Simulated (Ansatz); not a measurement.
# Cu2O: a point defect seen from the nuclei (P on an O site)

Wanted: the field gradients around P on an O site in Cu2O, cell charge -1, before and after the neighbours move. The cell is a supercell built from a COD entry (the entry's cell lengths or inner coordinates differ somewhat from later room-temperature determinations). Planned: a single point, then a relaxation, then a check of method with width with grid.

The COD entry's cell or inner coordinates are ideal or old and differ from later refinements, so a difference from it is no clean test against experiment.

Computed with Ansatz 0.2.0 (DFT, PBE, plane-wave PAW, default files, scalar-relativistic, as far as a step names no other, unless a step's input says otherwise).

### 1 The starting structure

The structure is cubic, space group I-43m (No. 217). Conventional cell: a = 8.520 Å, b = 8.520 Å, c = 8.520 Å, α = 90.00°, β = 90.00°, γ = 90.00°. Cu (site symmetry 3m) is surrounded by 1 P at 1.84 Å and 1 O at 1.84 Å. Cu (site symmetry m) has 2 O at 1.84 Å as nearest neighbours. Around P (site symmetry -43m) lie 4 Cu at 1.84 Å. O (site symmetry -42m) is surrounded by 4 Cu at 1.84 Å. O (site symmetry 3m) has 4 Cu at 1.84 Å as nearest neighbours.

Structure file:

```cif
data_structure
_symmetry_space_group_name_H-M 'I-43m'
_symmetry_Int_Tables_number 217
_cell_length_a 8.5200
_cell_length_b 8.5200
_cell_length_c 8.5200
_cell_angle_alpha 90.000
_cell_angle_beta 90.000
_cell_angle_gamma 90.000
_cell_volume 618.47
loop_
_atom_site_label
_atom_site_type_symbol
_atom_site_symmetry_multiplicity
_atom_site_Wyckoff_symbol
_atom_site_fract_x
_atom_site_fract_y
_atom_site_fract_z
_atom_site_occupancy
Cu1 Cu 8 c 0.12500 0.12500 0.12500 1
Cu2 Cu 24 g 0.12500 0.12500 0.62500 1
P1 P 2 a 0.00000 0.00000 0.00000 1
O1 O 6 b 0.00000 0.00000 0.50000 1
O2 O 8 c 0.25000 0.25000 0.25000 1
```

Atom 17 of the input is the impurity.

### 2 Gradients at the starting positions

input.yaml

```yaml
crystal:
  lattice:
    - [-4.26, 4.26, 4.26]
    - [4.26, -4.26, 4.26]
    - [4.26, 4.26, -4.26]
  atoms:
    - { symbol: Cu, position: [0.25, 0.25, 0.25] }
    - { symbol: Cu, position: [0.75, 0.75, 0.25] }
    - { symbol: Cu, position: [0.75, 0.25, 0.75] }
    - { symbol: Cu, position: [0.25, 0.75, 0.75] }
    - { symbol: Cu, position: [0.75, 0.5, 0.5] }
    - { symbol: Cu, position: [0.25, 0.0, 0.5] }
    - { symbol: Cu, position: [0.25, 0.5, 0.0] }
    - { symbol: Cu, position: [0.75, 0.0, 0.0] }
    - { symbol: Cu, position: [0.5, 0.5, 0.75] }
    - { symbol: Cu, position: [0.0, 0.0, 0.75] }
    - { symbol: Cu, position: [0.0, 0.5, 0.25] }
    - { symbol: Cu, position: [0.5, 0.0, 0.25] }
    - { symbol: Cu, position: [0.5, 0.75, 0.5] }
    - { symbol: Cu, position: [0.0, 0.25, 0.5] }
    - { symbol: Cu, position: [0.0, 0.75, 0.0] }
    - { symbol: Cu, position: [0.5, 0.25, 0.0] }
    - { symbol: P, position: [0.0, 0.0, 0.0] }
    - { symbol: O, position: [0.5, 0.5, 0.0] }
    - { symbol: O, position: [0.5, 0.0, 0.5] }
    - { symbol: O, position: [0.0, 0.5, 0.5] }
    - { symbol: O, position: [0.5, 0.5, 0.5] }
    - { symbol: O, position: [0.0, 0.0, 0.5] }
    - { symbol: O, position: [0.0, 0.5, 0.0] }
    - { symbol: O, position: [0.5, 0.0, 0.0] }
total_charge: -1
kpoints:
  mp_grid: { grid: [3, 3, 3] }
scf:
  occupations: { method: fermi_dirac, width: 0.01 }
hamiltonian:
  xc: pbe
  pseudopotentials: { kind: paw }
output:
  forces: true
  stress: true
  populations: true
  efg:
    quadrupole_moments_barn: { Cu: -0.22, O: -0.02558 }
    contact_densities: true
```

Started as:

```console
> ansatz run input.yaml --threads 1 --pin off --max-ram 3072MiB --backend cpu --events-out ev --progress --plain --runs-dir out
```

What it wrote:

```text
Warning: RAYON_NUM_THREADS=1 ignored (pool sized by the plan → 1); use --threads N
Engine: ansatz 0.2.0, aarch64-unknown-linux-gnu
Pseudopotentials: kind: paw
Pseudopotential: Cu, paw, valence charge 19, recommended cutoff 420 eV (normal), Cu.paw.azcp
Pseudopotential: P, paw, valence charge 5, recommended cutoff 420 eV (normal), P.paw.azcp
Pseudopotential: O, paw, valence charge 6, recommended cutoff 420 eV (normal), O.paw.azcp
Functional definition: PBE
  parameter kappa = 0.804
  parameter beta = 0.06672455060314922
  exchange = pbe_x(kappa = kappa, mu = beta*pi^2/3)
  correlation = pbe_c(beta = beta)
Crystal: 24 atoms, lattice volume = 309.235 Å³
Basis set: ecut = 420 eV, 6051 PW (Γ), exchange–correlation on 100×100×100 points (8 copies of the dense FFT grid, shifted against one another)
Bands: 212, of which v1, the nominal top of the filled ones, is band 176 counted from 1 (175 counted from 0)
Symmetry: 24 space group operations
Space group: I-43m (ITA 217), of the structure as read, at distance tolerance 6.8e-5 Å
k-points: 4 of 27 (time reversal used)
Non-local potential: Cu, projectors of the file, l = 0: 3, l = 1: 2, l = 2: 3, l = 3: 1
Non-local potential: P, projectors of the file, l = 0: 2, l = 1: 2, l = 2: 2
Non-local potential: O, projectors of the file, l = 0: 2, l = 1: 2, l = 2: 1
PAW form: soft (Blöchl's): semilocal exchange-correlation on the pseudo side does not see the compensation charge
PAW one-centre angular grid: Cu, 590 points (default); XC on 64 Gauss nodes
PAW one-centre angular grid: P, 110 points (default); XC on 64 Gauss nodes
PAW one-centre angular grid: O, 110 points (default); XC on 64 Gauss nodes
Initial density: superposition of atomic densities (neutral atoms scaled as one to the charged cell's electrons: chi_scale 0, normalization atom), corrected by the library's trained network
Initial wavefunctions: pseudopotential atomic-orbital guess
Functional: x = pbe(κ = 0.804, μ = 0.2195149727645171), c = pbe(β = 0.06672455060314922)
SCF iter   1: F=—  HF=-110706.680051 eV  |F-HF|=—  |Δ(HF+E_count)|=         —  Δρ=5.11e-2  dr2=5.24e0  ethr=1.77e-3  ⟨swp⟩=6.0  Hψ=3256  notcnv=0  defer=4
preconditioner: auto → Resta (q_TF=auto, 2.788 Å⁻¹)  ε∞=11.4  [insulator: Δε(μ)=0.333 eV  Ē_g=9.800 eV  σ=0.010 eV  W_gap=1.00  n_scr=134 (ndim 8)  ℏωp=31.6 eV  f_vac=0.014  D(μ)=0.00/eV (n_scr^D=0)  ε∞_Penn≈11.4]
SCF iter   2: F=—  HF=-110706.321988 eV  |F-HF|=—  |Δ(HF+E_count)|=   3.58e-1  Δρ=3.37e-2  dr2=1.71e0  ethr=1.49e-3  ⟨swp⟩=2.2  Hψ=1332  notcnv=0  defer=112
SCF iter   3: F=—  HF=-110705.702327 eV  |F-HF|=—  |Δ(HF+E_count)|=   6.20e-1  Δρ=5.56e-3  dr2=1.33e-1  ethr=4.85e-4  ⟨swp⟩=2.8  Hψ=1351  notcnv=0  defer=112
SCF iter   4: F=—  HF=-110705.697568 eV  |F-HF|=—  |Δ(HF+E_count)|=   4.76e-3  Δρ=3.97e-3  dr2=2.49e-2  ethr=3.78e-5  ⟨swp⟩=2.8  Hψ=1122  notcnv=0  defer=112
SCF iter   5: F=—  HF=-110705.715441 eV  |F-HF|=—  |Δ(HF+E_count)|=   1.79e-2  Δρ=4.39e-3  dr2=4.04e-2  ethr=7.08e-6  ⟨swp⟩=3.0  Hψ=1482  notcnv=0  defer=112
SCF iter   6: F=—  HF=-110705.715919 eV  |F-HF|=—  |Δ(HF+E_count)|=   4.78e-4  Δρ=9.51e-4  dr2=2.40e-3  ethr=7.08e-6  ⟨swp⟩=2.5  Hψ=1712  notcnv=0  defer=112
SCF iter   7: F=—  HF=-110705.715416 eV  |F-HF|=—  |Δ(HF+E_count)|=   5.03e-4  Δρ=2.97e-4  dr2=4.41e-4  ethr=6.83e-7  ⟨swp⟩=2.0  Hψ=1057  notcnv=0  defer=112
SCF iter   8: F=—  HF=-110705.715471 eV  |F-HF|=—  |Δ(HF+E_count)|=   5.50e-5  Δρ=1.89e-4  dr2=1.01e-4  ethr=1.25e-7  ⟨swp⟩=2.0  Hψ=1125  notcnv=0  defer=112
SCF iter   9: F=—  HF=-110705.715402 eV  |F-HF|=—  |Δ(HF+E_count)|=   6.89e-5  Δρ=5.25e-5  dr2=1.01e-5  ethr=2.87e-8  ⟨swp⟩=2.0  Hψ=1184  notcnv=0  defer=112
SCF iter  10: F=—  HF=-110705.715250 eV  |F-HF|=—  |Δ(HF+E_count)|=   1.52e-4  Δρ=1.95e-5  dr2=9.00e-7  ethr=2.86e-9  ⟨swp⟩=2.0  Hψ=1160  notcnv=0  defer=112
SCF iter  11: F=—  HF=-110705.715250 eV  |F-HF|=—  |Δ(HF+E_count)|=   3.74e-8  Δρ=1.12e-5  dr2=3.21e-7  ethr=2.56e-10  ⟨swp⟩=2.2  Hψ=1185  notcnv=0  defer=112
SCF iter  12: F=-110705.715250 eV  HF=-110705.715250 eV  |F-HF|=5.35e-8  |Δ(HF+E_count)|=   1.88e-8  Δρ=5.12e-6  dr2=6.71e-8  ethr=2.84e-11  ⟨swp⟩=10.2  Hψ=4499  notcnv=0
SCF 1 converged in 12 iterations: F = -110705.715250 eV  dr2 = 6.71e-8
SCF converged after 12 iterations
Free energy (F): -110705.715250 eV
Harris-Foulkes:  -110705.715250 eV  (|F-HF|=5.35e-8)
Internal energy: -110705.715250 eV  (E = F + TS)
E sigma→0 (E₀):  -110705.715250 eV
Fermi energy:    11.811727 eV
--- Per-component energies (eV) ---
  E_band       = -7205.443822
  E_kinetic    = 6115.906697
  E_local      = -78723.657482  (includes V_loc(G=0)·N_el)
  E_nonlocal   = 6700.832189
  E_hartree    = 34425.485078
  E_xc         = -2003.575677
  E_vxc        = -2558.684193  (∫ρ·V_xc dr)
  E_paw        = -28341.927446  (= ΣΔE_a)
  E_vpaw       = -7590.781824  (= ΣTr[D̂ρ^β])
  E_aug_tail   = 0.021983  (compensation charges beyond the density's cutoff)
  E_ewald      = -48878.800593
  E_smearing   = -0.000000  (= −TS)
  E_closure    = 0.000000  (closes the sum)
  E_deformation_potential = -16.892661  (in the stress; not in F)
  Σ components = -110705.715250   (vs F -110705.715250, Δ=0.00e0)
--- Forces (eV/Å), atoms counted from 1 ---
  atom   1  Cu     3.34865893     3.34865893     3.34865893
  atom   2  Cu     0.01750669     0.01750669     0.01596957
  atom   3  Cu     0.01750669     0.01596957     0.01750669
  atom   4  Cu     0.01596957     0.01750669     0.01750669
  atom   5  Cu     0.01596957    -0.01750669    -0.01750669
  atom   6  Cu     0.01750669    -0.01596957    -0.01750669
  atom   7  Cu     0.01750669    -0.01750669    -0.01596957
  atom   8  Cu     3.34865893    -3.34865893    -3.34865893
  atom   9  Cu    -0.01750669    -0.01750669     0.01596957
  atom  10  Cu    -3.34865893    -3.34865893     3.34865893
  atom  11  Cu    -0.01596957    -0.01750669     0.01750669
  atom  12  Cu    -0.01750669    -0.01596957     0.01750669
  atom  13  Cu    -0.01750669     0.01596957    -0.01750669
  atom  14  Cu    -0.01596957     0.01750669    -0.01750669
  atom  15  Cu    -3.34865893     3.34865893    -3.34865893
  atom  16  Cu    -0.01750669     0.01750669    -0.01596957
  atom  17  P     -0.00000000    -0.00000000    -0.00000000
  atom  18  O     -0.00000000    -0.00000000     0.00000000
  atom  19  O      0.00000000    -0.00000000     0.00000000
  atom  20  O     -0.00000000     0.00000000    -0.00000000
  atom  21  O      0.36901448     0.36901448     0.36901448
  atom  22  O     -0.36901448    -0.36901448     0.36901448
  atom  23  O     -0.36901448     0.36901448    -0.36901448
  atom  24  O      0.36901448    -0.36901448    -0.36901448
  max |Σ_I F_I| component: 1.89e-15 eV/Å
--- Stress (GPa, compression-positive) ---
       13.557904      -0.000000       0.000000
        0.000000      13.557904       0.000000
       -0.000000      -0.000000      13.557904
  P = ⅓ Tr σ = 13.5579 GPa (135.579 kbar)
--- PAW observables at the nuclei: V_zz in 10²¹ V/m², potentials from the cell's mean, atoms counted from 1 ---
  atom   1  Cu V_zz =   -10.585341   η = 0.0000   by run symmetry: allowed   C_q = +56.3095 MHz
            electrostatic potential = -3756.838422 V   contact ρ = 147576.150690 e/Å³
  atom   2  Cu V_zz =    -6.165358   η = 0.3345   by run symmetry: allowed   C_q = +32.7971 MHz
            electrostatic potential = -3757.106125 V   contact ρ = 147557.236688 e/Å³
  atom   3  Cu V_zz =    -6.165358   η = 0.3345   by run symmetry: allowed   C_q = +32.7971 MHz
            electrostatic potential = -3757.106125 V   contact ρ = 147557.236688 e/Å³
  atom   4  Cu V_zz =    -6.165358   η = 0.3345   by run symmetry: allowed   C_q = +32.7971 MHz
            electrostatic potential = -3757.106125 V   contact ρ = 147557.236688 e/Å³
  atom   5  Cu V_zz =    -6.165358   η = 0.3345   by run symmetry: allowed   C_q = +32.7971 MHz
            electrostatic potential = -3757.106125 V   contact ρ = 147557.236688 e/Å³
  atom   6  Cu V_zz =    -6.165358   η = 0.3345   by run symmetry: allowed   C_q = +32.7971 MHz
            electrostatic potential = -3757.106125 V   contact ρ = 147557.236688 e/Å³
  atom   7  Cu V_zz =    -6.165358   η = 0.3345   by run symmetry: allowed   C_q = +32.7971 MHz
            electrostatic potential = -3757.106125 V   contact ρ = 147557.236688 e/Å³
  atom   8  Cu V_zz =   -10.585341   η = 0.0000   by run symmetry: allowed   C_q = +56.3095 MHz
            electrostatic potential = -3756.838422 V   contact ρ = 147576.150690 e/Å³
  atom   9  Cu V_zz =    -6.165358   η = 0.3345   by run symmetry: allowed   C_q = +32.7971 MHz
            electrostatic potential = -3757.106125 V   contact ρ = 147557.236688 e/Å³
  atom  10  Cu V_zz =   -10.585341   η = 0.0000   by run symmetry: allowed   C_q = +56.3095 MHz
            electrostatic potential = -3756.838422 V   contact ρ = 147576.150690 e/Å³
  atom  11  Cu V_zz =    -6.165358   η = 0.3345   by run symmetry: allowed   C_q = +32.7971 MHz
            electrostatic potential = -3757.106125 V   contact ρ = 147557.236688 e/Å³
  atom  12  Cu V_zz =    -6.165358   η = 0.3345   by run symmetry: allowed   C_q = +32.7971 MHz
            electrostatic potential = -3757.106125 V   contact ρ = 147557.236688 e/Å³
  atom  13  Cu V_zz =    -6.165358   η = 0.3345   by run symmetry: allowed   C_q = +32.7971 MHz
            electrostatic potential = -3757.106125 V   contact ρ = 147557.236688 e/Å³
  atom  14  Cu V_zz =    -6.165358   η = 0.3345   by run symmetry: allowed   C_q = +32.7971 MHz
            electrostatic potential = -3757.106125 V   contact ρ = 147557.236688 e/Å³
  atom  15  Cu V_zz =   -10.585341   η = 0.0000   by run symmetry: allowed   C_q = +56.3095 MHz
            electrostatic potential = -3756.838422 V   contact ρ = 147576.150690 e/Å³
  atom  16  Cu V_zz =    -6.165358   η = 0.3345   by run symmetry: allowed   C_q = +32.7971 MHz
            electrostatic potential = -3757.106125 V   contact ρ = 147557.236688 e/Å³
  atom  17  P  V_zz =    +0.000000   η = 0.0000   by run symmetry: forbidden
            electrostatic potential = -1499.118376 V   contact ρ = 16017.691218 e/Å³
  atom  18  O  V_zz =    -1.144603   η = 0.0000   by run symmetry: allowed   C_q = +0.7080 MHz
            electrostatic potential = -623.705724 V   contact ρ = 2155.805209 e/Å³
  atom  19  O  V_zz =    -1.144603   η = 0.0000   by run symmetry: allowed   C_q = +0.7080 MHz
            electrostatic potential = -623.705724 V   contact ρ = 2155.805209 e/Å³
  atom  20  O  V_zz =    -1.144603   η = 0.0000   by run symmetry: allowed   C_q = +0.7080 MHz
            electrostatic potential = -623.705724 V   contact ρ = 2155.805209 e/Å³
  atom  21  O  V_zz =    -2.755139   η = 0.0000   by run symmetry: allowed   C_q = +1.7041 MHz
            electrostatic potential = -623.940801 V   contact ρ = 2155.930176 e/Å³
  atom  22  O  V_zz =    -2.755139   η = 0.0000   by run symmetry: allowed   C_q = +1.7041 MHz
            electrostatic potential = -623.940801 V   contact ρ = 2155.930176 e/Å³
  atom  23  O  V_zz =    -2.755139   η = 0.0000   by run symmetry: allowed   C_q = +1.7041 MHz
            electrostatic potential = -623.940801 V   contact ρ = 2155.930176 e/Å³
  atom  24  O  V_zz =    -2.755139   η = 0.0000   by run symmetry: allowed   C_q = +1.7041 MHz
            electrostatic potential = -623.940801 V   contact ρ = 2155.930176 e/Å³
--- Band table (eV) ---
  k-point 0: bands = ["-101.1941", "-101.1941", "-101.1941", "-101.1915", "-100.6982", "-100.6975", "-100.6975", "-100.6974", "-100.6974", "-100.6974", "-100.6974", "-100.6974", "-100.6974", "-100.6971", "-100.6971", "-100.6971", "-58.9096", "-58.9071", "-58.9071", "-58.9071", "-58.4268", "-58.4268", "-58.4264", "-58.4264", "-58.4264", "-58.4244", "-58.4244", "-58.4244", "-58.2364", "-58.2311", "-58.2311", "-58.2293", "-58.2293", "-58.2293", "-58.2237", "-58.2237", "-58.2237", "-58.2236", "-58.2236", "-58.2236", "-58.0557", "-58.0557", "-58.0540", "-58.0540", "-58.0540", "-58.0514", "-58.0514", "-58.0514", "-58.0510", "-58.0510", "-58.0510", "-58.0486", "-58.0024", "-58.0017", "-58.0017", "-58.0017", "-58.0015", "-58.0015", "-58.0005", "-58.0005", "-58.0005", "-57.9999", "-57.9999", "-57.9999", "-8.8026", "-8.4968", "-8.4968", "-8.3876", "-8.3876", "-8.3876", "-8.1393", "-0.2781", "3.8966", "3.8966", "3.8966", "3.9616", "3.9616", "3.9616", "4.1072", "4.1072", "4.1072", "5.1104", "5.1104", "5.1542", "5.2321", "5.2321", "5.2321", "5.7332", "5.7332", "5.7332", "6.0177", "6.0177", "6.0177", "6.4490", "7.0908", "7.0908", "7.0908", "7.9173", "7.9173", "7.9660", "7.9660", "7.9660", "8.2768", "8.2768", "8.2768", "8.3089", "8.3089", "8.3089", "8.4164", "8.4164", "8.4432", "8.4677", "8.4677", "8.4677", "8.7273", "8.7273", "8.7273", "8.7659", "8.7659", "8.8576", "8.8576", "8.8576", "8.9856", "8.9856", "8.9856", "9.0328", "9.0328", "9.0328", "9.0643", "9.0643", "9.0643", "9.1385", "9.2394", "9.2394", "9.3090", "9.3090", "9.3090", "9.3262", "9.3262", "9.3262", "9.3382", "9.3382", "9.3839", "9.3839", "9.3940", "9.3940", "9.3940", "9.4284", "9.4738", "9.4738", "9.4738", "9.5591", "9.6989", "9.6989", "9.6989", "9.7837", "9.7837", "9.7837", "9.8365", "9.8365", "9.8365", "10.1110", "10.1110", "10.1110", "10.2530", "10.2530", "10.2530", "10.4987", "10.6548", "10.6548", "10.9604", "10.9604", "10.9604", "11.5431", "11.5431", "11.5431", "12.0694", "12.2763", "12.2763", "13.0563", "13.0563", "13.0563", "13.1012", "13.1012", "15.1480", "15.1480", "15.1480", "15.3131", "16.4347", "16.4347", "16.4347", "17.5222", "17.5222", "17.5222", "18.0296", "18.0296", "18.0296", "19.3702", "19.3702", "19.3702", "19.4912", "19.4912", "19.4912", "20.4291", "20.4291", "20.4291", "20.4368", "20.4368", "20.4368", "21.1763", "21.1763", "21.8395"]
[... 3 lines left out ...]
--- Löwdin populations: 24 sites ---
  site symbol       q [e]
     0     Cu     18.5501
     1     Cu     18.4615
     2     Cu     18.4615
     3     Cu     18.4615
     4     Cu     18.4615
     5     Cu     18.4615
     6     Cu     18.4615
     7     Cu     18.5501
     8     Cu     18.4615
     9     Cu     18.5501
    10     Cu     18.4615
    11     Cu     18.4615
    12     Cu     18.4615
    13     Cu     18.4615
    14     Cu     18.5501
    15     Cu     18.4615
    16      P      5.7762
    17      O      6.9551
    18      O      6.9551
    19      O      6.9551
    20      O      6.9791
    21      O      6.9791
    22      O      6.9791
    23      O      6.9791
  spilling = 0.004842 (of n_electrons = 352.000000)
```

Run time: 53 s. Hardware: 1 thread of Arm Neoverse V2, shared host; peak memory 0.76 GiB.

At the end: gap on the mesh 0.53 eV, largest force 5.800 eV/Å, pressure 13.6 GPa.

Like atoms gathered into sites:

| site | atoms | distance from the defect (Å) | V_zz (10²¹ V/m²) | η | C_Q (MHz) |
| --- | --- | --- | --- | --- | --- |
| P | 17 | 0.00 | 0.00 | – | – |
| Cu1 | 1, 8, 10, 15 | 1.84 | -10.59 | 0.00 | 56.3 (⁶³Cu) |
| Cu2 | 2, 3, 4, 5, … | 3.53 | -6.17 | 0.33 | 32.8 (⁶³Cu) |
| O21 | 21, 22, 23, 24 | 3.69 | -2.76 | 0.00 | 1.70 (¹⁷O) |
| O18 | 18, 19, 20 | 4.26 | -1.14 | 0.00 | 0.708 (¹⁷O) |

V_zz is the principal component of the electric field gradient with the largest magnitude, η = (V_xx − V_yy)/V_zz and C_Q = eQV_zz/h. Q values from Pyykkö, Mol. Phys. 116, 1328 (2018). A dash under C_Q marks elements without a common quadrupolar isotope.

Direction of the V_zz axis (Cartesian unit vector):

| site | atom | x | y | z |
| --- | --- | --- | --- | --- |
| Cu1 | 1 | 0.58 | 0.58 | 0.58 |
| Cu2 | 2 | 0.58 | 0.58 | 0.57 |
| O18 | 18 | 0.00 | 0.00 | 1.00 |
| O21 | 21 | 0.58 | 0.58 | 0.58 |

[end of part 1 of 3]
